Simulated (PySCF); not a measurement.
**C3H8AsN: electronic excitations and core binding energies**

Aim: predict the electronic excitations and core binding energies of C3H8AsN (`C/N=C\C[AsH2]`).

Computed with PySCF 2.14.0, with density-fitted response routines of our own, on a single molecule in the gas phase. Atoms count from 0, in the outputs and in this text.

## 1. The starting structure

13 atoms, charge 0, multiplicity 1; geometry from: GFN2-xTB.

Bonds of the start (Å): C0–N1 1.43, N1–C2 1.26, C2–C3 1.49, C3–As4 2.00, C0–H5 1.09, C0–H6 1.10, C0–H7 1.09, C2–H8 1.09, C3–H9 1.09, C3–H10 1.09, As4–H11 1.50, As4–H12 1.50.

## 2. Ultraviolet spectrum: wB97X-D/def2-SVPD

Job settings and geometry (Å):

```
{"job": {"kind": "uv", "xc": "wB97X-D", "basis": "def2-SVPD", "nstates": 8, "ntriplets": 3}, "charge": 0, "multiplicity": 1}
C     -1.662704     0.571418    -0.685053
N     -0.932630     0.964378     0.480562
C      0.005310     0.285396     0.970457
C      0.592126    -1.005620     0.521623
As     2.119229    -0.660558    -0.720222
H     -1.288346     1.152889    -1.531936
H     -1.601346    -0.493433    -0.942262
H     -2.707026     0.844486    -0.530324
H      0.489109     0.731639     1.837566
H      0.986943    -1.564946     1.373573
H     -0.126176    -1.640038    -0.001718
H      2.715422     0.418338     0.137564
H      1.405702     0.396538    -1.511302
```

Method: TDDFT wB97X-D/def2-SVPD, vertical, gas phase, core orbitals frozen in the response.

The run is started by

```sh
$ OMP_NUM_THREADS=1 python probes_run.py task.json out
```

The driver reads the jobs from task.json and runs them one after another.

Log:

```text
coarse grid: 47768 points
cycle   1  E = -2409.2969292364  dE = -2.603e-01  |g| = 3.799e-01  |ddm| = 5.076e+00
cycle   2  E = -2409.2947944416  dE =  2.135e-03  |g| = 4.407e-01  |ddm| = 1.800e+00
cycle   3  E = -2409.3326481252  dE = -3.785e-02  |g| = 5.173e-02  |ddm| = 9.970e-01
cycle   4  E = -2409.3333011411  dE = -6.530e-04  |g| = 2.575e-02  |ddm| = 1.238e-01
cycle   5  E = -2409.3334449968  dE = -1.439e-04  |g| = 5.595e-03  |ddm| = 5.263e-02
cycle   6  E = -2409.3334573247  dE = -1.233e-05  |g| = 1.355e-03  |ddm| = 1.977e-02
cycle   7  E = -2409.3334585950  dE = -1.270e-06  |g| = 4.455e-04  |ddm| = 7.669e-03
final grid: 100672 points
cycle   8  E = -2409.3335849945  dE = -9.319e-07  |g| = 5.086e-04  |ddm| = 1.088e-02
cycle   9  E = -2409.3335850374  dE = -4.286e-08  |g| = 4.308e-04  |ddm| = 2.146e-03
cycle  10  E = -2409.3335850756  dE = -3.824e-08  |g| = 6.926e-05  |ddm| = 8.671e-04
cycle  11  E = -2409.3335850775  dE = -1.867e-09  |g| = 5.588e-05  |ddm| = 2.785e-04
cycle  12  E = -2409.3335850783  dE = -8.704e-10  |g| = 9.622e-06  |ddm| = 1.622e-04
converged SCF energy = -2409.3335850783

Static polarisability (au): isotropic 77.269, principal 65.654 71.621 94.531

Singlet excitations
state   eV       nm        f      main configurations
  1   4.8755    254.3   0.00316   H->L 0.71, H-1->L 0.10, H->L+3 0.09
  2   6.2931    197.0   0.14613   H->L+1 0.40, H-1->L 0.31, H->L 0.15
  3   6.4999    190.7   0.21707   H-1->L 0.43, H->L+1 0.42
  4   6.7540    183.6   0.04594   H->L+2 0.65, H-1->L+2 0.27
  5   6.9353    178.8   0.08138   H-1->L+1 0.69
  6   7.4167    167.2   0.10453   H->L+3 0.40, H-2->L 0.27, H-1->L 0.10
  7   7.5732    163.7   0.00434   H-1->L+2 0.57, H->L+2 0.28
  8   7.6849    161.3   0.02039   H-2->L 0.34, H->L+3 0.28, H->L+4 0.10

Triplet excitations (Tamm-Dancoff, eV): 4.1719 4.7403 5.5972
```

Run time: 30 s. Hardware: 1 thread of Arm Neoverse V1, shared host; peak memory 0.76 GiB.

The orbitals next to the gap, with their largest atomic shares:

```csv
orbital,eV,atoms
HOMO−3,-11.87,"As4 36 %, H11 22 %, H12 16 %"
HOMO−2,-10.53,"As4 29 %, N1 18 %, C2 14 %"
HOMO−1,-9.25,"As4 32 %, N1 31 %, C2 11 %"
HOMO,-8.64,"N1 45 %, As4 15 %, C2 11 %"
LUMO,1.37,"As4 29 %, C2 20 %, N1 20 %"
LUMO+1,1.82,"As4 38 %, C3 10 %, H11 8 %"
LUMO+2,2.31,"As4 61 %, H12 14 %, H11 12 %"
```

With each of the 8 states as a Gaussian band of 0.4 eV half-width at 1/e, the curve within the window shown has maxima at 191 nm (ε 16,000) L/(mol cm). Beyond the last state computed it falls off for lack of states. The curve at chosen wavelengths:

```csv
nm,ε (L/mol/cm)
155,1098
160,3266
166,5666
171,6391
176,7695
182,11331
187,14573
193,15316
198,12435
203,8074
209,3672
214,1559
219,567
225,149
230,63
235,58
241,84
246,110
251,125
257,125
262,112
268,86
273,63
278,42
284,25
289,15
```

Further results of this job:

```csv
property,computed
dipole moment (D),1.56
polarisability (Å³),11.45
HOMO–LUMO gap (eV),10.01
−ε(HOMO) (eV),8.64
```

## 3. X-ray photoelectron lines: SCAN, X2C

Same as in step 2 but for these lines:

```diff
@@ -1,2 +1,2 @@
-{"job": {"kind": "uv", "xc": "wB97X-D", "basis": "def2-SVPD", "nstates": 8, "ntriplets": 3}, "charge": 0, "multiplicity": 1}
+{"job": {"kind": "xps"}, "charge": 0, "multiplicity": 1}
 C     -1.662704     0.571418    -0.685053
```

Level: delta-SCF UKS SCAN, pcX-2 on the ionised atom, pcseg-1 elsewhere, spin-free X2C.

Log:

```text
ground state, core basis on atom 0 (C), 154 functions
  cycle   1  E = -2429.17983190  |g| = 4.28e-01
  cycle   2  E = -2429.10566362  |g| = 6.72e-01
  cycle   3  E = -2429.22151791  |g| = 1.73e-01
  cycle   4  E = -2429.22805221  |g| = 5.42e-02
  cycle   5  E = -2429.22874698  |g| = 1.91e-02
  cycle   6  E = -2429.22885491  |g| = 4.72e-03
  cycle   7  E = -2429.22885853  |g| = 1.28e-03
  cycle   8  E = -2429.22885834  |g| = 5.45e-04
  cycle   9  E = -2429.22885976  |g| = 1.07e-04
  E(ground) = -2429.13899301 Eh
hole in C 1s of atom 0
  cycle   1  E = -2417.96846037  |g| = 1.50e+00
  cycle   2  E = -2417.02838131  |g| = 1.96e+00
  cycle   3  E = -2418.41824523  |g| = 4.71e-01
  cycle   4  E = -2418.44124827  |g| = 4.22e-01
  cycle   5  E = -2418.52490235  |g| = 7.20e-02
  cycle   6  E = -2418.52679107  |g| = 2.32e-02
  cycle   7  E = -2418.52706795  |g| = 8.34e-03
  cycle   8  E = -2418.52710861  |g| = 4.36e-03
  cycle   9  E = -2418.52712020  |g| = 1.86e-03
  cycle  10  E = -2418.52712460  |g| = 1.02e-03
  cycle  11  E = -2418.52712679  |g| = 5.05e-04
  cycle  12  E = -2418.52712710  |g| = 1.78e-04
  E(ion) = -2418.43631102 Eh   <S^2> = 0.7711   hole on atom = 1.000   binding energy = 291.235 eV
ground state, core basis on atom 1 (N), 154 functions
  cycle   1  E = -2429.24141905  |g| = 7.53e-02
  cycle   2  E = -2429.24126674  |g| = 3.56e-02
  cycle   3  E = -2429.24100982  |g| = 4.94e-02
  cycle   4  E = -2429.24150410  |g| = 1.05e-02
  cycle   5  E = -2429.24153743  |g| = 5.28e-04
  cycle   6  E = -2429.24153741  |g| = 2.05e-04
  E(ground) = -2429.15116018 Eh
hole in N 1s of atom 1
  cycle   1  E = -2413.67071710  |g| = 1.86e+00
  cycle   2  E = -2412.05087679  |g| = 2.40e+00
  cycle   3  E = -2414.12797696  |g| = 6.51e-01
  cycle   4  E = -2414.21584526  |g| = 5.16e-01
  cycle   5  E = -2414.38782606  |g| = 1.19e-01
  cycle   6  E = -2414.39473097  |g| = 4.98e-02
  cycle   7  E = -2414.39598865  |g| = 1.30e-02
  cycle   8  E = -2414.39609169  |g| = 4.52e-03
  cycle   9  E = -2414.39609823  |g| = 1.81e-03
  cycle  10  E = -2414.39610389  |g| = 6.64e-04
  cycle  11  E = -2414.39610404  |g| = 3.51e-04
  E(ion) = -2414.30520903 Eh   <S^2> = 0.7784   hole on atom = 1.000   binding energy = 403.979 eV
ground state, core basis on atom 2 (C), 154 functions
  cycle   1  E = -2429.23093130  |g| = 5.76e-02
  cycle   2  E = -2429.23079176  |g| = 3.01e-02
  cycle   3  E = -2429.23056206  |g| = 4.35e-02
  cycle   4  E = -2429.23098846  |g| = 6.41e-03
  cycle   5  E = -2429.23100149  |g| = 8.35e-04
  cycle   6  E = -2429.23100065  |g| = 2.63e-04
  E(ground) = -2429.14213755 Eh
hole in C 1s of atom 2
  cycle   1  E = -2417.94914381  |g| = 1.51e+00
  cycle   2  E = -2415.90959767  |g| = 2.24e+00
  cycle   3  E = -2418.05693046  |g| = 8.53e-01
  cycle   4  E = -2418.37372581  |g| = 5.71e-01
  cycle   5  E = -2418.49792440  |g| = 2.29e-01
  cycle   6  E = -2418.51995797  |g| = 7.13e-02
  cycle   7  E = -2418.52294989  |g| = 1.82e-02
  cycle   8  E = -2418.52326882  |g| = 1.02e-02
  cycle   9  E = -2418.52345716  |g| = 6.34e-03
  cycle  10  E = -2418.52361235  |g| = 3.76e-03
  cycle  11  E = -2418.52363355  |g| = 1.84e-03
  cycle  12  E = -2418.52363492  |g| = 9.30e-04
  cycle  13  E = -2418.52363589  |g| = 2.71e-04
  E(ion) = -2418.43366502 Eh   <S^2> = 0.8303   hole on atom = 1.000   binding energy = 291.392 eV
ground state, core basis on atom 3 (C), 154 functions
  cycle   1  E = -2429.22919732  |g| = 5.93e-02
  cycle   2  E = -2429.22902770  |g| = 3.46e-02
  cycle   3  E = -2429.22895072  |g| = 3.89e-02
  cycle   4  E = -2429.22928799  |g| = 1.06e-02
  cycle   5  E = -2429.22931501  |g| = 1.01e-03
  cycle   6  E = -2429.22931601  |g| = 2.83e-04
  E(ground) = -2429.13992159 Eh
hole in C 1s of atom 3
  cycle   1  E = -2417.96120647  |g| = 1.52e+00
  cycle   2  E = -2416.53020515  |g| = 2.25e+00
  cycle   3  E = -2418.32258032  |g| = 6.75e-01
  cycle   4  E = -2418.38696071  |g| = 5.69e-01
  cycle   5  E = -2418.54114411  |g| = 9.07e-02
  cycle   6  E = -2418.54483218  |g| = 1.63e-02
  cycle   7  E = -2418.54502415  |g| = 5.37e-03
  cycle   8  E = -2418.54505118  |g| = 1.75e-03
  cycle   9  E = -2418.54505425  |g| = 1.09e-03
  cycle  10  E = -2418.54505749  |g| = 6.04e-04
  cycle  11  E = -2418.54505654  |g| = 3.20e-04
  E(ion) = -2418.45462788 Eh   <S^2> = 0.7728   hole on atom = 1.000   binding energy = 290.762 eV
```

Wall time 51 s (1 thread of Arm Neoverse V1, shared host); peak memory 0.68 GiB.

Binding energies by hole, beside the orbital energy of the ground state; the difference holds orbital relaxation and, for a density functional, its self-interaction error:

```csv
hole,stands for,environment,ΔSCF (eV),−ε (eV),⟨S²⟩
C1s on C0,C0,methyl carbon bonded to N,291.23,274.1,0.771
N1s on N1,N1,imine nitrogen,403.98,385.5,0.778
C1s on C2,C2,C=N carbon,291.39,274.6,0.830
C1s on C3,C3,sp3 CH2 bonded to As,290.76,274.3,0.773
```

## 4. Results

```
                                quantity                               value
      lowest singlet (wB97X-D/def2-SVPD)         4.88 eV (254 nm), f = 0.003
brightest single state of those computed         state 3, 6.50 eV, f = 0.217
                          lowest triplet                             4.17 eV
        C1s binding energies, SCAN/pcX-2  C2 291.39, C0 291.23, C3 290.76 eV
        N1s binding energies, SCAN/pcX-2                        N1 403.98 eV
```

**Reading.** The lowest singlet, at 4.88 eV, is HOMO→LUMO 0.71, HOMO−1→LUMO 0.10 and is weak; of the 8 states computed, the strongest absorption comes from state 3 at 6.50 eV. The lowest triplet lies 0.70 eV below the lowest singlet (triplets in Tamm-Dancoff, singlets in full TDDFT). C2 (C=N carbon) binds its C1s electron 0.63 eV more tightly than C3 (sp3 CH2 bonded to As).
